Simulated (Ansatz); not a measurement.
# GeCF (quartet): the correlation ladder, cc-pVDZ

An exercise on one series of results from a longer session: the logs are not shown, and one member is left open.

Computed with Ansatz 0.2.0, Gaussian basis. Level: cc-pVDZ, core rule «outside noble gas», up to 16 orbitals frozen.

The runs, in order: UHF; CCSD(T) on ROHF; CCSD(T) on UHF; BCCD(T) on ROHF; CISD; CCSDT(Q) on ROHF; CCSDT(Q) on UHF.

33 further runs of the same task are left out: 10 for a known fault of the program, 8 that didn't finish, 15 set aside as unsound or not needed.

## The geometry

The geometry is a PBE0/def2-TZVP stationary point (not a proven minimum). No spin-orbit coupling is included. The filled d shell of Ge may be among the frozen orbitals whatever the setting's name suggests; the logs give the count.

3 atoms, charge 0, spin multiplicity 4.

Atoms are counted from 1 here; the program's logs count them from 0.

Bond lengths: C1–Ge2 1.970 Å, Ge2–F3 1.753 Å. Angles: C1–Ge2–F3 100.8°.

The first run:

Input file in.yaml:

```yaml
crystal:
  periodic: [false, false, false]
  atoms:
    - {symbol: C, position_ang: [0.000000, -1.003813, 1.529108]}
    - {symbol: Ge, position_ang: [0.000000, 0.345191, 0.093628]}
    - {symbol: F, position_ang: [0.000000, -0.685225, -1.324681]}
basis:
  gaussian: {orbitals: cc-pVDZ}
magnetization: {spin_polarized: true, initial_magnetization: 3}
hamiltonian: {xc: hf}
output: {orbitals: {seedname: orbitals}}
```

Run with:

```sh
$ ansatz run in.yaml --threads 1 --pin off --events-out ev --progress --plain --max-ram 2393MiB
```

Steps of the session up to this table: UHF; CCSD(T) on ROHF; CCSD(T) on UHF; BCCD(T) on ROHF; CISD; CCSDT(Q) on ROHF; CCSDT(Q) on UHF.

One of the session's tables, all rows but one given; the rest of the session is left out.

It belongs to the step «Misses and costs». 

| method | from UCCSDT(Q) (meV) |
| --- | --- |
| ROHF | +9891.8 |
| UHF | +9823.3 |
| RMP2 | +1146.0 |
| UMP2 | ? |
| RCCSD | +333.2 |
| UCCSD | +328.9 |
| RCCSD(T) | +77.2 |
| UCCSD(T) | +74.6 |
| BCCD(T) | +66.8 |
| RCCSDT | +31.5 |
| UCCSDT | +29.3 |
| RCCSDT(Q) | +7.3 |
| UCCSDT(Q) | 0 |

**Question.** Estimate the row for UMP2.

The run gave: from UCCSDT(Q) (meV): +1127.3. In the column «from UCCSDT(Q) (meV)» it lies between RCCSD (+333.2) and RMP2 (+1146.0).

Not comparable, so not listed: CISD (they don't share determinant, frozen orbitals or solution with the rows shown, or repeat one).

Caveats from the session: Restricted and unrestricted rows rest on different reference determinants; where their highest levels disagree by more than a few hundredths of an eV, they describe different states and don't form one ladder.
